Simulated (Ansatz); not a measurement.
This script makes the interaction energy of a dimer with the counterpoise correction of Cl2H2Si, SMILES Cl[SiH2]Cl with Ansatz 0.2.0 through its Python package.

`run_dimer.py`:
```python
import ansatz as az

FIRST = [
    ("Cl", (-1.0665, -0.3453, 1.5964)),
    ("Si", (0.1266, -0.0651, -0.0187)),
    ("Cl", (-0.8557, 1.2299, -1.2969)),
    ("H", (0.3879, -1.3596, -0.7001)),
    ("H", (1.4077, 0.5403, 0.4194)),
]
SECOND = [
    ("Cl", (2.941, 3.5135, -1.8769)),
    ("Si", (1.1919, 4.3302, -2.4968)),
    ("Cl", (1.4859, 5.0393, -4.4169)),
    ("H", (0.7908, 5.441, -1.5949)),
    ("H", (0.1403, 3.2844, -2.5053)),
]

def energy(atoms, ghosts=()):
    molecule = az.Crystal.molecule()
    for symbol, xyz in atoms:
        molecule = molecule.atom(symbol, xyz)
    calc = (
        molecule.calculation()
        .basis(gaussian="cc-pVDZ")
        .correlation("mp2")
        .accuracy("medium")
        .scf(lower_state_search="light")
    )
    deck = calc.input()
    if ghosts:
        deck = deck.set(az.key.basis.gaussian.ghost_atoms, [{"symbol": s, "position_ang": list(xyz)} for s, xyz in ghosts])
    return az.Session.from_dict(deck).plan().execute().report["free_energy_ev"]

both = energy(FIRST + SECOND)
alone = energy(FIRST) + energy(SECOND)
ghosted = energy(FIRST, SECOND) + energy(SECOND, FIRST)
print(f"dimer {both:.6f} eV")
print(f"interaction, uncorrected   {23.060548 * (both - alone):8.3f} kcal/mol")
print(f"interaction, counterpoise  {23.060548 * (both - ghosted):8.3f} kcal/mol")
print(f"basis-set superposition    {23.060548 * (alone - ghosted):8.3f} kcal/mol")
```

How large is the interaction at this pose, and how much of it is basis-set superposition?

Uncorrected it is 0.450 kcal/mol, with the counterpoise correction 1.288 kcal/mol; the difference, 0.84 kcal/mol, is the superposition error. In this basis both values are repulsive.

What the script printed:

```console
$ python run_dimer.py
dimer -65827.868516 eV
interaction, uncorrected      0.450 kcal/mol
interaction, counterpoise     1.288 kcal/mol
basis-set superposition       0.838 kcal/mol
```

Caveats:
- The settings weren't tested for convergence.
- The dimer is a generated trial pose of unrelaxed monomers, not a minimum, so the figure is no binding energy, and the basis set is small.
- The whole script took 12 s on 1 thread of Arm Neoverse V1, on a shared host, peak memory 0.39 GiB.
